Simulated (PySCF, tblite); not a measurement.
# C4H5F2S−: dynamics, then NMR shifts on frames

How do NMR shifts of C4H5F2S− (`C/C=C(/[S-])C(F)F`) change as the atoms move?

Programs: tblite 0.8.0 and PySCF 2.14.0, with density-fitted response routines of our own. Each step states its level of theory. These are calculated values for one molecule in the gas phase, unless marked as measured. Atoms count from 0, in the outputs and in this text.

### Step 1. The molecule as given

12 atoms, charge -1, multiplicity 1; geometry from: GFN2-xTB.

Bonds of the start (Å): C0–C1 1.50, C1–C2 1.35, C2–S3 1.71, C2–C4 1.50, C4–F5 1.38, C4–F6 1.38, C0–H7 1.09, C0–H8 1.09, C0–H9 1.09, C1–H10 1.08, C4–H11 1.10.

### Step 2. Dynamics with GFN2-xTB

What the job is given:

```
{"job": {"kind": "md", "xc": "GFN2-xTB", "basis": "xTB", "temperature": 300, "steps": 2000, "every": 50, "frames": 5}, "charge": -1, "multiplicity": 1}
C     -1.593984    -0.152549     0.165813
C     -0.575862     0.835782    -0.309641
C      0.759021     0.665541    -0.326898
S      1.885847     1.830934    -0.882100
C      1.415768    -0.594127     0.149848
F      1.018858    -1.724933    -0.530248
F      1.149480    -0.901504     1.466472
H     -1.131379    -1.071402     0.513447
H     -2.181329     0.266517     0.988921
H     -2.291039    -0.404602    -0.639620
H     -0.962122     1.778773    -0.673436
H      2.507941    -0.529114     0.051415
```

With the program's defaults for keys left out, this is: GFN2-xTB Langevin dynamics, gas phase.

Run with:

```console
OMP_NUM_THREADS=1 python probes_run.py task.json out
```

The driver reads the jobs from task.json and runs them one after another.

The log of the run:

```text
t/fs     T/K      E/eV
    0.0   261.5   -654.19298
   25.0   167.4   -653.91640
   50.0   224.3   -653.93843
   75.0   202.0   -654.02235
  100.0   182.3   -653.97921
  125.0   221.5   -653.91020
  150.0   221.5   -653.92034
  175.0   267.6   -653.79044
  200.0   238.5   -653.90047
  225.0   186.8   -653.80486
  250.0   238.2   -653.81905
  275.0   264.7   -653.83055
  300.0   338.8   -653.76513
  325.0   293.6   -653.81810
  350.0   293.9   -653.88464
  375.0   263.8   -653.92420
  400.0   315.0   -653.87503
  425.0   248.4   -653.93171
  450.0   266.8   -653.84749
  475.0   307.0   -653.89045
  500.0   275.0   -653.82566
  525.0   259.3   -653.88564
  550.0   211.9   -653.88870
  575.0   228.6   -653.88936
  600.0   276.8   -653.81664
  625.0   294.7   -653.90890
  650.0   235.9   -653.90249
  675.0   292.3   -653.83975
  700.0   301.7   -653.78174
  725.0   319.4   -653.87289
  750.0   175.6   -653.72050
  775.0   269.7   -653.95414
  800.0   221.4   -653.84736
  825.0   242.5   -654.01030
  850.0   227.5   -653.96515
  875.0   226.1   -653.94066
  900.0   205.0   -653.91508
  925.0   249.9   -653.87720
  950.0   293.4   -653.84373
  975.0   255.7   -653.84824
 1000.0   285.1   -653.81466
```

Wall time 15 s (1 thread of Arm Neoverse N1, shared host); peak memory 0.18 GiB.

Distance from the start (root mean square after alignment): 0 fs 0.00 Å, 200 fs 0.32 Å, 400 fs 0.10 Å, 600 fs 0.25 Å, 800 fs 0.31 Å, 1000 fs 0.73 Å.

Positions (Å) and forces (eV/Å) at 1000 fs:

```xyz
12

C    -2.112   -0.919    1.178    2.070    0.830    0.359
C    -1.279    0.329    0.813   -0.468    0.437    0.971
C    -0.006    0.407    0.376    0.378   -0.884   -0.722
S     0.877    1.891    0.067   -0.558   -1.167    0.254
C     0.746   -0.890   -0.101    0.932    1.665    0.786
F     0.124   -1.634   -1.038   -0.345   -0.173   -0.091
F     1.107   -1.786    0.907   -0.609    0.261   -0.181
H    -1.963   -1.152    2.248    0.528   -0.257   -0.253
H    -3.123   -0.625    1.186   -1.320   -0.061   -0.860
H    -1.810   -1.768    0.549   -0.571    0.335    0.331
H    -1.729    1.292    1.173    0.366   -0.933   -0.479
H     1.734   -0.568   -0.505   -0.402   -0.051   -0.115
```

### Step 3. Shielding tensors: 250 fs, PBE0/pcSseg-1

What the job is given:

```
{"job": {"kind": "nmr", "xc": "PBE0", "basis": "pcSseg-1", "pop": false}, "charge": -1, "multiplicity": 1}
C     -1.915800    -0.318000     0.228900
C     -1.097200     0.778000    -0.226600
C      0.251700     0.851100    -0.030100
S      1.209800     2.206500    -0.467900
C      1.047200    -0.267000     0.447300
F      1.247200    -1.257900    -0.551300
F      0.579500    -1.043900     1.486600
H     -1.537700    -1.281800     0.130000
H     -2.268400    -0.290900     1.246800
H     -2.814600    -0.294600    -0.354400
H     -1.501200     1.643500    -0.777100
H      2.069300     0.112400     0.692000
```

With the program's defaults for keys left out, this is: GIAO PBE0/pcSseg-1 NMR shielding, non-relativistic, gas phase.

The log of the run:

```text
coarse grid: 11240 points
cycle   1  E = -752.5726640749  dE =  8.770e-01  |g| = 7.736e-01  |ddm| = 3.252e+00
cycle   2  E = -752.5011897084  dE =  7.147e-02  |g| = 1.057e+00  |ddm| = 1.781e+00
cycle   3  E = -752.6987738118  dE = -1.976e-01  |g| = 1.269e-01  |ddm| = 9.765e-01
cycle   4  E = -752.7022532297  dE = -3.479e-03  |g| = 4.707e-02  |ddm| = 2.122e-01
cycle   5  E = -752.7027505234  dE = -4.973e-04  |g| = 1.613e-02  |ddm| = 8.538e-02
cycle   6  E = -752.7028205090  dE = -6.999e-05  |g| = 4.952e-03  |ddm| = 2.942e-02
cycle   7  E = -752.7028252322  dE = -4.723e-06  |g| = 2.334e-03  |ddm| = 7.094e-03
final grid: 106648 points
cycle   8  E = -752.7600739362  dE = -3.208e-05  |g| = 9.597e-03  |ddm| = 2.742e-02
cycle   9  E = -752.7600408390  dE =  3.310e-05  |g| = 1.539e-02  |ddm| = 2.535e-02
cycle  10  E = -752.7600948435  dE = -5.400e-05  |g| = 9.023e-04  |ddm| = 1.779e-02
cycle  11  E = -752.7600950263  dE = -1.828e-07  |g| = 2.956e-04  |ddm| = 1.536e-03
cycle  12  E = -752.7600950455  dE = -1.916e-08  |g| = 8.889e-05  |ddm| = 3.533e-04
cycle  13  E = -752.7600950465  dE = -1.006e-09  |g| = 5.236e-05  |ddm| = 1.350e-04
cycle  14  E = -752.7600950473  dE = -7.858e-10  |g| = 8.000e-06  |ddm| = 7.286e-05
converged SCF energy = -752.7600950473

GIAO shielding tensors (ppm)
atom      isotropic    diamagn.    paramagn.     s11        s22        s33       span
  0 C      178.574     243.734     -65.161    161.237    179.936    194.548     33.312
  1 C       73.083     250.811    -177.728    -41.360    123.354    137.256    178.616
  2 C       17.525     258.319    -240.794    -99.347     17.192    134.730    234.077
  3 S      369.929    1057.610    -687.680    217.593    392.117    500.079    282.486
  4 C       51.557     234.997    -183.441     39.509     52.415     62.747     23.238
  5 F      282.571     476.991    -194.420    157.284    327.270    363.160    205.876
  6 F      296.345     476.250    -179.905    214.011    317.853    357.170    143.159
  7 H       30.759      31.582      -0.822     26.321     31.334     34.622      8.301
  8 H       30.494      29.074       1.420     26.336     27.862     37.284     10.948
  9 H       31.211      28.936       2.275     26.408     29.551     37.672     11.264
 10 H       25.258      31.942      -6.684     21.373     25.530     28.870      7.497
 11 H       24.124      27.657      -3.533     19.295     24.107     28.970      9.675
```

Wall time 23 s (1 thread of Arm Neoverse N1, shared host); peak memory 0.71 GiB.

Shifts follow as δ = σ(reference) − σ, with reference shieldings (ppm) from runs at the same level and on the same kind of geometry: ¹H TMS 31.72, ¹³C TMS 186.9, ¹⁹F CFCl3 170.9, ³³S CS2 504. The references are single molecules in the gas phase, so shifts against H2O, NH3, PH3, H3PO4 or CFCl3 are not on the usual liquid scales and can be off by tens of ppm. Each atom is listed at this fixed geometry, with no averaging over motion; a spectrum would average atoms that exchange fast.

```csv
atoms,environment,σ (ppm),δ (ppm)
C2,fully substituted alkene carbon,17.5,169.4
C4,allylic sp3 CH bonded to 2 F,51.6,135.4
C1,alkene CH,73.1,113.8
C0,allylic methyl carbon,178.6,8.4
H11,hydrogen on an allylic sp3 CH bonded to 2 F,24.12,7.59
H10,hydrogen on an alkene CH,25.26,6.46
H8,hydrogen on an allylic methyl carbon,30.49,1.22
H7,hydrogen on an allylic methyl carbon,30.76,0.96
H9,hydrogen on an allylic methyl carbon,31.21,0.51
S3,sulfur bonded to C,370,134
F5,fluorine of a CF2 group,282.6,-111.6
F6,fluorine of a CF2 group,296.3,-125.4
```

### Step 4. NMR shieldings: 425 fs, PBE0/pcSseg-1

What the job is given:

```
{"job": {"kind": "nmr", "xc": "PBE0", "basis": "pcSseg-1", "pop": false}, "charge": -1, "multiplicity": 1}
C     -2.025300    -0.768800     0.443100
C     -1.327400     0.539300     0.089500
C      0.019100     0.700400     0.144300
S      1.010600     2.087900    -0.117100
C      0.915700    -0.519100     0.271000
F      0.551100    -1.467000    -0.706400
F      0.851500    -1.265100     1.436700
H     -1.346300    -1.589700     0.353600
H     -2.420300    -0.744000     1.432800
H     -2.851200    -0.922400    -0.320900
H     -1.973500     1.356400    -0.215000
H      1.985200    -0.322100     0.020400
```

With the program's defaults for keys left out, this is: GIAO PBE0/pcSseg-1 NMR shielding, non-relativistic, gas phase.

The log of the run:

```text
coarse grid: 11240 points
cycle   1  E = -752.5780042251  dE =  6.951e-01  |g| = 7.704e-01  |ddm| = 3.189e+00
cycle   2  E = -752.5032462385  dE =  7.476e-02  |g| = 1.066e+00  |ddm| = 1.671e+00
cycle   3  E = -752.7028500296  dE = -1.996e-01  |g| = 1.177e-01  |ddm| = 9.003e-01
cycle   4  E = -752.7059107672  dE = -3.061e-03  |g| = 4.580e-02  |ddm| = 2.028e-01
cycle   5  E = -752.7063846967  dE = -4.739e-04  |g| = 1.617e-02  |ddm| = 8.070e-02
cycle   6  E = -752.7064554910  dE = -7.079e-05  |g| = 4.123e-03  |ddm| = 2.773e-02
cycle   7  E = -752.7064584151  dE = -2.924e-06  |g| = 2.089e-03  |ddm| = 6.221e-03
final grid: 106648 points
cycle   8  E = -752.7654320158  dE = -3.718e-05  |g| = 8.841e-03  |ddm| = 3.131e-02
cycle   9  E = -752.7654051661  dE =  2.685e-05  |g| = 1.400e-02  |ddm| = 2.220e-02
cycle  10  E = -752.7654499567  dE = -4.479e-05  |g| = 8.815e-04  |ddm| = 1.563e-02
cycle  11  E = -752.7654501265  dE = -1.698e-07  |g| = 3.107e-04  |ddm| = 1.424e-03
cycle  12  E = -752.7654501493  dE = -2.282e-08  |g| = 6.891e-05  |ddm| = 3.254e-04
cycle  13  E = -752.7654501500  dE = -6.646e-10  |g| = 3.369e-05  |ddm| = 7.790e-05
cycle  14  E = -752.7654501502  dE = -2.658e-10  |g| = 8.321e-06  |ddm| = 5.135e-05
converged SCF energy = -752.7654501502

GIAO shielding tensors (ppm)
atom      isotropic    diamagn.    paramagn.     s11        s22        s33       span
  0 C      166.666     247.666     -81.000    152.732    165.469    181.797     29.065
  1 C       75.810     251.168    -175.357    -25.026    111.660    140.798    165.823
  2 C       20.163     256.588    -236.425    -88.281     18.621    130.148    218.430
  3 S      401.007    1057.501    -656.495    229.381    451.805    521.833    292.452
  4 C       46.985     240.116    -193.130     26.283     54.321     60.352     34.070
  5 F      278.871     477.361    -198.490    167.600    321.878    347.137    179.536
  6 F      289.968     475.182    -185.214    199.788    313.569    356.546    156.757
  7 H       28.953      31.372      -2.419     23.900     29.313     33.645      9.745
  8 H       30.613      29.775       0.838     26.602     28.470     36.767     10.165
  9 H       29.538      28.282       1.256     25.483     27.576     35.554     10.071
 10 H       26.561      32.615      -6.054     23.521     26.956     29.206      5.685
 11 H       24.366      28.372      -4.006     20.835     23.623     28.639      7.804
```

Wall time 22 s (1 thread of Arm Neoverse N1, shared host); peak memory 0.73 GiB.

Key values: δ C2 166.8, C4 139.9, C1 111.1, C0 20.3, H11 7.35, H10 5.16 ppm.

### Step 5. Shielding tensors: 625 fs, PBE0/pcSseg-1

What the job is given:

```
{"job": {"kind": "nmr", "xc": "PBE0", "basis": "pcSseg-1", "pop": false}, "charge": -1, "multiplicity": 1}
C     -2.089500    -0.912300     0.779600
C     -1.286100     0.319000     0.653400
C     -0.003400     0.371400     0.164200
S      0.772900     1.860700     0.016600
C      0.850100    -0.848400     0.020600
F      0.332400    -1.843200    -0.847700
F      1.089200    -1.546600     1.121900
H     -1.431800    -1.743800     1.044800
H     -2.865300    -0.709300     1.568000
H     -2.643100    -1.258500    -0.125000
H     -1.732700     1.264400     0.916700
H      1.832100    -0.511300    -0.328500
```

Method: GIAO PBE0/pcSseg-1 NMR shielding, non-relativistic, gas phase.

The log of the run:

```text
coarse grid: 11240 points
cycle   1  E = -752.5780725426  dE =  8.422e-01  |g| = 7.592e-01  |ddm| = 3.226e+00
cycle   2  E = -752.5155354453  dE =  6.254e-02  |g| = 1.018e+00  |ddm| = 1.781e+00
cycle   3  E = -752.7013540854  dE = -1.858e-01  |g| = 1.116e-01  |ddm| = 9.536e-01
cycle   4  E = -752.7039488526  dE = -2.595e-03  |g| = 4.702e-02  |ddm| = 1.956e-01
cycle   5  E = -752.7044521996  dE = -5.033e-04  |g| = 1.358e-02  |ddm| = 7.808e-02
cycle   6  E = -752.7045002323  dE = -4.803e-05  |g| = 4.713e-03  |ddm| = 2.644e-02
cycle   7  E = -752.7045045949  dE = -4.363e-06  |g| = 2.186e-03  |ddm| = 7.538e-03
final grid: 106648 points
cycle   8  E = -752.7617873604  dE = -3.597e-05  |g| = 8.686e-03  |ddm| = 3.067e-02
cycle   9  E = -752.7617622044  dE =  2.516e-05  |g| = 1.373e-02  |ddm| = 2.173e-02
cycle  10  E = -752.7618042006  dE = -4.200e-05  |g| = 7.755e-04  |ddm| = 1.526e-02
cycle  11  E = -752.7618043303  dE = -1.296e-07  |g| = 2.816e-04  |ddm| = 1.330e-03
cycle  12  E = -752.7618043483  dE = -1.808e-08  |g| = 7.215e-05  |ddm| = 2.844e-04
cycle  13  E = -752.7618043491  dE = -7.267e-10  |g| = 4.539e-05  |ddm| = 1.294e-04
cycle  14  E = -752.7618043496  dE = -5.236e-10  |g| = 8.566e-06  |ddm| = 5.425e-05
converged SCF energy = -752.7618043496

GIAO shielding tensors (ppm)
atom      isotropic    diamagn.    paramagn.     s11        s22        s33       span
  0 C      165.824     245.997     -80.174    148.974    165.121    183.376     34.402
  1 C       70.488     251.691    -181.203    -39.068    120.645    129.887    168.955
  2 C       17.693     257.169    -239.476    -97.359     18.927    131.510    228.870
  3 S      403.577    1058.579    -655.002    273.070    436.026    501.634    228.564
  4 C       54.840     237.825    -182.985     36.583     61.950     65.987     29.404
  5 F      291.188     476.032    -184.844    179.454    337.368    356.740    177.286
  6 F      313.886     473.218    -159.333    223.455    325.460    392.742    169.287
  7 H       28.718      29.768      -1.050     24.285     30.389     31.479      7.195
  8 H       29.673      27.617       2.056     25.341     28.245     35.433     10.092
  9 H       29.243      28.555       0.688     25.272     27.193     35.262      9.990
 10 H       25.597      33.825      -8.229     21.948     25.305     29.537      7.590
 11 H       25.189      28.534      -3.345     21.596     24.814     29.156      7.560
```

It took 22 s on 1 thread of Arm Neoverse N1, shared host; peak memory 0.73 GiB.

In short: δ C2 169.2, C4 132.1, C1 116.4, C0 21.1, H11 6.53, H10 6.12 ppm.

### Step 6. Shielding tensors: 800 fs, PBE0/pcSseg-1

What the job is given:

```
{"job": {"kind": "nmr", "xc": "PBE0", "basis": "pcSseg-1", "pop": false}, "charge": -1, "multiplicity": 1}
C     -2.131200    -0.819500     0.739800
C     -1.438400     0.536800     0.601000
C     -0.202600     0.639600     0.065100
S      0.824500     1.977500    -0.086800
C      0.621900    -0.559000    -0.392500
F      0.124600    -1.470800    -1.256100
F      1.096200    -1.429000     0.603500
H     -1.410800    -1.606900     0.927300
H     -2.853500    -0.737300     1.505300
H     -2.580100    -1.008900    -0.207700
H     -1.931300     1.460700     0.843900
H      1.486500    -0.100400    -0.911500
```

Method: GIAO PBE0/pcSseg-1 NMR shielding, non-relativistic, gas phase.

The log of the run:

```text
coarse grid: 11240 points
cycle   1  E = -752.5739844098  dE =  8.300e-01  |g| = 7.593e-01  |ddm| = 3.231e+00
cycle   2  E = -752.5130260852  dE =  6.096e-02  |g| = 1.017e+00  |ddm| = 1.663e+00
cycle   3  E = -752.6946303237  dE = -1.816e-01  |g| = 1.156e-01  |ddm| = 9.047e-01
cycle   4  E = -752.6974705146  dE = -2.840e-03  |g| = 4.560e-02  |ddm| = 1.972e-01
cycle   5  E = -752.6979364792  dE = -4.660e-04  |g| = 1.596e-02  |ddm| = 8.426e-02
cycle   6  E = -752.6980047047  dE = -6.823e-05  |g| = 4.526e-03  |ddm| = 2.791e-02
cycle   7  E = -752.6980084682  dE = -3.764e-06  |g| = 2.152e-03  |ddm| = 6.377e-03
final grid: 106648 points
cycle   8  E = -752.7565346960  dE = -3.964e-05  |g| = 9.646e-03  |ddm| = 3.028e-02
cycle   9  E = -752.7565051621  dE =  2.953e-05  |g| = 1.493e-02  |ddm| = 2.512e-02
cycle  10  E = -752.7565554323  dE = -5.027e-05  |g| = 1.021e-03  |ddm| = 1.791e-02
cycle  11  E = -752.7565556733  dE = -2.410e-07  |g| = 3.717e-04  |ddm| = 1.822e-03
cycle  12  E = -752.7565557036  dE = -3.030e-08  |g| = 1.265e-04  |ddm| = 4.569e-04
cycle  13  E = -752.7565557067  dE = -3.105e-09  |g| = 5.428e-05  |ddm| = 1.747e-04
cycle  14  E = -752.7565557076  dE = -8.538e-10  |g| = 8.134e-06  |ddm| = 7.376e-05
converged SCF energy = -752.7565557076

GIAO shielding tensors (ppm)
atom      isotropic    diamagn.    paramagn.     s11        s22        s33       span
  0 C      173.825     247.846     -74.021    163.454    170.517    187.503     24.049
  1 C       81.348     252.035    -170.686    -24.672    126.250    142.466    167.138
  2 C       21.586     258.606    -237.021    -88.718     28.643    124.832    213.550
  3 S      370.459    1058.222    -687.763    217.938    393.680    499.758    281.820
  4 C       46.735     237.821    -191.086     24.147     45.944     70.114     45.966
  5 F      296.799     475.542    -178.744    229.068    301.820    359.507    130.439
  6 F      300.377     475.726    -175.349    177.781    357.259    366.092    188.311
  7 H       29.523      30.574      -1.051     24.782     30.657     33.130      8.347
  8 H       31.457      29.739       1.718     27.043     29.664     37.665     10.622
  9 H       30.097      30.171      -0.074     25.558     28.814     35.920     10.363
 10 H       26.382      33.268      -6.886     23.434     26.567     29.146      5.711
 11 H       23.334      28.699      -5.366     17.248     21.646     31.108     13.860
```

Wall time 22 s (1 thread of Arm Neoverse N1, shared host); peak memory 0.73 GiB.

In short: δ C2 165.3, C4 140.2, C1 105.6, C0 13.1, H11 8.38, H10 5.33 ppm.

### Step 7. Nuclear shieldings: 1000 fs, PBE0/pcSseg-1

What the job is given:

```
{"job": {"kind": "nmr", "xc": "PBE0", "basis": "pcSseg-1", "pop": false}, "charge": -1, "multiplicity": 1}
C     -2.111800    -0.918900     1.178100
C     -1.278700     0.328600     0.813200
C     -0.005800     0.407500     0.375800
S      0.876800     1.890600     0.066700
C      0.746000    -0.889600    -0.100700
F      0.124200    -1.633600    -1.037600
F      1.107500    -1.786000     0.907100
H     -1.963400    -1.152300     2.247600
H     -3.123000    -0.625000     1.185900
H     -1.809900    -1.767700     0.549200
H     -1.729000     1.292300     1.172600
H      1.733900    -0.567600    -0.504800
```

Level: GIAO PBE0/pcSseg-1 NMR shielding, non-relativistic, gas phase.

The log of the run:

```text
coarse grid: 11240 points
cycle   1  E = -752.5763223628  dE =  6.396e-01  |g| = 7.601e-01  |ddm| = 3.180e+00
cycle   2  E = -752.5016643912  dE =  7.466e-02  |g| = 1.044e+00  |ddm| = 1.746e+00
cycle   3  E = -752.6997235933  dE = -1.981e-01  |g| = 1.191e-01  |ddm| = 9.788e-01
cycle   4  E = -752.7028049157  dE = -3.081e-03  |g| = 4.970e-02  |ddm| = 2.194e-01
cycle   5  E = -752.7034056041  dE = -6.007e-04  |g| = 1.645e-02  |ddm| = 8.819e-02
cycle   6  E = -752.7034785926  dE = -7.299e-05  |g| = 4.026e-03  |ddm| = 2.718e-02
cycle   7  E = -752.7034811951  dE = -2.602e-06  |g| = 2.126e-03  |ddm| = 5.916e-03
final grid: 106648 points
cycle   8  E = -752.7620483732  dE = -2.912e-05  |g| = 9.028e-03  |ddm| = 2.581e-02
cycle   9  E = -752.7620200286  dE =  2.834e-05  |g| = 1.429e-02  |ddm| = 2.349e-02
cycle  10  E = -752.7620667579  dE = -4.673e-05  |g| = 9.364e-04  |ddm| = 1.659e-02
cycle  11  E = -752.7620669640  dE = -2.061e-07  |g| = 2.946e-04  |ddm| = 1.484e-03
cycle  12  E = -752.7620669842  dE = -2.019e-08  |g| = 6.587e-05  |ddm| = 2.887e-04
cycle  13  E = -752.7620669848  dE = -6.814e-10  |g| = 3.082e-05  |ddm| = 8.312e-05
converged SCF energy = -752.7620669848

GIAO shielding tensors (ppm)
atom      isotropic    diamagn.    paramagn.     s11        s22        s33       span
  0 C      168.932     246.650     -77.718    150.458    167.219    189.120     38.662
  1 C       72.269     251.367    -179.097    -24.463    110.734    130.537    155.000
  2 C       15.622     257.528    -241.906    -90.564     22.504    114.925    205.489
  3 S      400.590    1058.044    -657.454    238.081    351.883    611.808    373.727
  4 C       48.760     239.112    -190.352     29.060     57.286     59.934     30.874
  5 F      307.867     474.827    -166.960    223.387    330.784    369.431    146.044
  6 F      297.806     474.723    -176.917    196.447    339.912    357.059    160.612
  7 H       29.685      28.831       0.854     25.427     28.091     35.536     10.109
  8 H       31.088      29.852       1.235     27.003     29.546     36.715      9.712
  9 H       28.945      29.582      -0.637     24.217     30.381     32.235      8.018
 10 H       25.791      31.958      -6.166     21.428     26.594     29.352      7.924
 11 H       24.749      28.609      -3.860     21.552     24.122     28.572      7.020
```

It took 21 s on 1 thread of Arm Neoverse N1, shared host; peak memory 0.73 GiB.

Key values: δ C2 171.3, C4 138.2, C1 114.7, C0 18.0, H11 6.97, H10 5.93 ppm.

### Step 8. Run by run: NMR shifts

Shifts (ppm) of some atoms, chosen among heavy atoms and hydrogens apart, with basis size and wall time:

```csv
frame,C1,C0,H7,H9,S3,F5,F6,functions,time
250 fs,113.8,8.4,0.96,0.51,134,-111.6,-125.4,151,23 s
425 fs,111.1,20.3,2.76,2.18,103,-107.9,-119.0,151,22 s
625 fs,116.4,21.1,3.00,2.47,100,-120.2,-142.9,151,22 s
800 fs,105.6,13.1,2.19,1.62,133,-125.9,-129.4,151,22 s
1000 fs,114.7,18.0,2.03,2.77,103,-136.9,-126.9,151,21 s
```

### Step 9. Outcome

| quantity | value |
| --- | --- |
| thermostat | 300 K |
| mean temperature, second half | 255 K |
| mean potential energy above the minimum | 0.32 eV |
| ¹³C shifts against TMS (PBE0/pcSseg-1, 250 fs) | 169.4, 135.4, 113.8, 8.4 ppm |
| ¹H shifts against TMS (PBE0/pcSseg-1, 250 fs) | 7.59, 6.46, 1.22, 0.96, 0.51 ppm |
| ³³S shifts against CS2 (PBE0/pcSseg-1, 250 fs) | 134 ppm |
| ¹⁹F shifts against CFCl3 (PBE0/pcSseg-1, 250 fs) | -111.6, -125.4 ppm |
| range of the shift of S3 | 100 to 134 ppm |

In the second half the potential energy averages 0.32 eV above the minimum; equipartition over 30 harmonic modes at 300 K would give 0.39 eV. With 12 atoms the temperature swings widely (167 to 339 K). Shifts at one fixed geometry are not the observed spectrum, which averages over the motion. In the first frame run (250 fs): Shielding is most anisotropic at S3 (span 282 ppm, paramagnetic term -688 ppm). Across the 5 runs the shift of S3 moves most, between 100 (625 fs) and 134 ppm (250 fs).
